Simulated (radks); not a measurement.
# The series with 24 electrons, Cr to Zr¹⁶⁺

An exercise on one series of results from a longer session: the logs are not shown, and one member is left open.

Program: radks (a radial shooting solver on a logarithmic mesh, Libxc functionals) version 1. Level of theory: scalar-relativistic Kohn-Sham, r2SCAN, spin-unpolarised, spherical densities, finite nucleus. These are calculated values, not measurements, unless marked.

## What is computed

- electrons: 24
- ions: Cr, Fe²⁺, Ni⁴⁺, Zn⁶⁺, Ge⁸⁺, Se¹⁰⁺, Kr¹²⁺, Sr¹⁴⁺, Zr¹⁶⁺
- configuration: NIST ground configuration of each

Set-up of the first run:

The run's settings:

```text
Z 24
configuration [Ar] 3d5 4s1
relativity scalar-relativistic
functional r2scan,r2scan
spin unpolarised
nucleus finite rms 3.6452 fm
c 137.035999084
```

Steps of the session up to this table: Cr, [Ar] 3d5 4s1; Fe²⁺, [Ar] 3d6; Ni⁴⁺, [Ar] 3d6; Zn⁶⁺, [Ar] 3d6; Ge⁸⁺, [Ar] 3d6; Se¹⁰⁺, [Ar] 3d6; Kr¹²⁺, [Ar] 3d6; Sr¹⁴⁺, [Ar] 3d6; Zr¹⁶⁺, [Ar] 3d6.

One of the session's tables, all rows but one given; the rest of the session is left out.

| ion | E (hartree) | ε(2p) (eV) | ε(3s) (eV) | ε(3p) (eV) | ε(4s, empty in some) (eV) |
| --- | --- | --- | --- | --- | --- |
| Cr | -1050.68766 | -566.43 | -76.773 | -47.025 | -3.965 |
| Fe²⁺ | -1271.72473 | -722.98 | -115.65 | -80.345 | -19.355 |
| Ni⁴⁺ | -1516.28669 | -916.82 | -176.93 | -135.25 | -45.194 |
| Zn⁶⁺ | -1784.20724 | -1141.0 | -253.21 | -204.65 | -79.078 |
| Ge⁸⁺ | -2075.55106 | -1394.4 | -343.26 | -287.38 | -120.53 |
| Se¹⁰⁺ | -2390.44126 | -1676.5 | -446.66 | -383.05 | -169.37 |
| Kr¹²⁺ | ? | ? | ? | ? | ? |
| Sr¹⁴⁺ | -3091.50437 | -2326.5 | -693.12 | -612.59 | -288.98 |
| Zr¹⁶⁺ | -3478.05583 | -2694.5 | -836.20 | -746.38 | -359.73 |

Estimate the missing values for Kr¹²⁺.

**Answer.** E (hartree): -2729.03267; ε(2p) (eV): -1987.2; ε(3s) (eV): -563.29; ε(3p) (eV): -491.47; ε(4s, empty in some) (eV): -225.53. In the column «E (hartree)» it lies between Sr¹⁴⁺ (-3091.50437) and Se¹⁰⁺ (-2390.44126).
